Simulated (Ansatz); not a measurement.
# F2H2OSeZr: the cost of one run

The runs use Ansatz 0.2.0, Gaussian basis; the settings change from run to run.

**1. The geometry**

The geometry comes from an earlier relaxation with PBE0-D4 in a triple-zeta def2 set; it is a stationary point, not always the lowest conformer. Zr takes a core potential in def2 sets; no spin-orbit term is included.

SMILES `[OH][Zr]([F])([F])[SeH]`, 7 atoms, charge 0, spin multiplicity 1.

Atoms are counted from 1 here; the program's logs count them from 0.

Bond lengths: O1–Zr2 1.895 Å, O1–H6 0.954 Å, Zr2–F3 1.899 Å, Zr2–F4 1.899 Å, Zr2–Se5 2.596 Å, Se5–H7 1.472 Å. Angles: Zr2–O1–H6 168.4°, O1–Zr2–F3 111.4°, O1–Zr2–F4 111.5°, O1–Zr2–Se5 107.6°, F3–Zr2–F4 107.0°, F3–Zr2–Se5 109.7°, F4–Zr2–Se5 109.6°, Zr2–Se5–H7 88.2°.

**2. PBE-QIDH/x2c-TZVPPall**

Set apart from the defaults: finite nuclei, a point charge of 2.00 e beside it, high accuracy.

in.yaml

```yaml
crystal:
  periodic: [false, false, false]
  atoms:
    - {symbol: O, position_ang: [-1.134425, 0.383613, 0.912794]}
    - {symbol: Zr, position_ang: [0.161587, -0.654824, 0.001068]}
    - {symbol: F, position_ang: [1.341629, -1.513739, 1.215449]}
    - {symbol: F, position_ang: [-0.649466, -2.016742, -1.044023]}
    - {symbol: Se, position_ang: [1.505834, 0.944583, -1.540552]}
    - {symbol: H, position_ang: [-1.835849, 0.738805, 1.452522]}
    - {symbol: H, position_ang: [0.671889, 2.050303, -1.042958]}
basis:
  gaussian: {orbitals: x2c-TZVPPall, nuclear_model: gaussian, point_charges: [{charge: 2.00, position_ang: [4.592, 0.100, 0.689]}]}
hamiltonian: {xc: {name: PBE-QIDH}}
accuracy: high
output: {forces: true}
```

Run with:

```bash
$ ansatz run in.yaml --threads 4 --pin off --events-out ev --progress --plain --max-ram 10444MiB
```

**Question.** How long does this run take on 4 threads of Arm Neoverse V1, shared host, and how much memory does it need?

About 95 s, with a peak of 2 GiB.
